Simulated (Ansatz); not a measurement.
## C2H9NOSi, SMILES CC[SiH](N)O: a single point from an input written key by key, step by step

Program: Ansatz 0.2.0, Python API.

At the Python prompt:
```pycon
>>> import ansatz as az
>>> DECK = """
... crystal:
...   periodic: [false, false, false]
...   atoms:
...     - { symbol: C, position_ang: [-1.1065, 0.1363, 1.535] }
...     - { symbol: C, position_ang: [0.0621, -0.5313, 0.9502] }
...     - { symbol: Si, position_ang: [0.7694, 0.2223, -0.5944] }
...     - { symbol: "N", position_ang: [-0.1965, 0.1713, -1.8906] }
...     - { symbol: O, position_ang: [2.0987, -0.6125, -1.1978] }
...     - { symbol: H, position_ang: [-0.9259, 1.2344, 1.7898] }
...     - { symbol: H, position_ang: [-1.9579, 0.1943, 0.8119] }
...     - { symbol: H, position_ang: [-1.4605, -0.3142, 2.421] }
...     - { symbol: H, position_ang: [-0.1999, -1.5537, 0.7859] }
...     - { symbol: H, position_ang: [0.8411, -0.5594, 1.7513] }
...     - { symbol: H, position_ang: [1.1377, 1.6406, -0.3738] }
...     - { symbol: H, position_ang: [-1.0571, 0.7562, -1.6692] }
...     - { symbol: H, position_ang: [0.1364, 0.622, -2.7023] }
...     - { symbol: H, position_ang: [1.8461, -1.4356, -1.588] }
... basis:
...   gaussian: { orbitals: cc-pVDZ }
... hamiltonian:
...   xc: hf
... """
>>> session = az.Session.from_yaml(DECK)
>>> report = session.plan(threads=1).execute().report

>>> print(f"E = {report['free_energy_ev']:.6f} eV = {report['free_energy_ev'] / 27.211386246:.7f} Ha")
E = -13586.016608 eV = -499.2769014 Ha
>>> print("converged:", report["converged"], " doubts:", report["published_state_doubts"] or "none")
converged: True  doubts: none
>>> symbols = ["C", "C", "Si", "N", "O", "H", "H", "H", "H", "H", "H", "H", "H", "H"]
>>> state = report["mean_field"]["state"]
>>> print(f"mean field: {state['energy']['hartree']:.7f} Ha, <S^2> = {abs(state['spin_squared']):.4f}, stability: {state.get('stability', {}).get('kind')}")
mean field: -499.2769014 Ha, <S^2> = 0.0000, stability: minimum
```

What to keep in mind:
- Total energies depend on the basis set; only differences at equal settings carry meaning.
- The geometry is a force-field or estimated start, not a minimum of this method, and the basis set is short of its limit.
- It ran for 1.6 s on 1 thread of Arm Neoverse V2, on a shared host, peak memory 0.26 GiB.

(Lines on the test bed's own set-up are left out of the output.)
